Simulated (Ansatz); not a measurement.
Crystal: Mn2FeSe3.

```
Se Fe Mn
1.0
     3.52575    0.00000    0.00000
    -1.76287    3.05339    0.00000
     0.00000    0.00000    8.56452
Se Fe Mn
3 1 2
Direct
  0.00000 0.00000 0.50000
  0.66667 0.33333 0.83940
  0.33333 0.66667 0.16060
  0.00000 0.00000 0.00000
  0.66667 0.33333 0.33322
  0.33333 0.66667 0.66678
```

The cell comes from a database or a generator and needn't be the stable form of this composition.

Base run:

```yaml
Program: Ansatz 0.2.0
Functional: PBE
Potentials_or_basis: Ansatz PAW
Cutoff: "420 eV (not typed: the program's choice for these potentials)"
k_mesh: 7 × 7 × 3
Occupations: fermi-dirac, width 0.05 eV
Spin: collinear spin, ferromagnetic start
Starting_moments: "[0.0, 0.0, 0.0, 1.5, 2.0, 2.0] μB"
Fixed_moment: 5.5 μB
```

Its results: pressure 20.0 GPa; site moments Se +0.10, +0.00; Fe -2.56; Mn +3.68 μB; largest force 0.280 eV/Å.

Problem. The run is repeated on the same cell with these changes: fixed moment from 5.5 μB to 8.2 μB; moments at the start from [0.0, 0.0, 0.0, 1.5, 2.0, 2.0] to [0.0, 0.0, 0.0, 2.24, 2.98, 2.98]. What comes out?

Solution. Pressure 10.3 GPa; site moments Se +0.01, +0.00; Fe +1.14; Mn +3.26 μB; largest force 0.672 eV/Å.

Caveats: the total moment is fixed, so each spin has its own Fermi level; only a ferromagnetic start was run, and an antiferromagnetic order may lie lower in energy; the thresholds are loose for stress; the starting moments weren't kept (some runs).
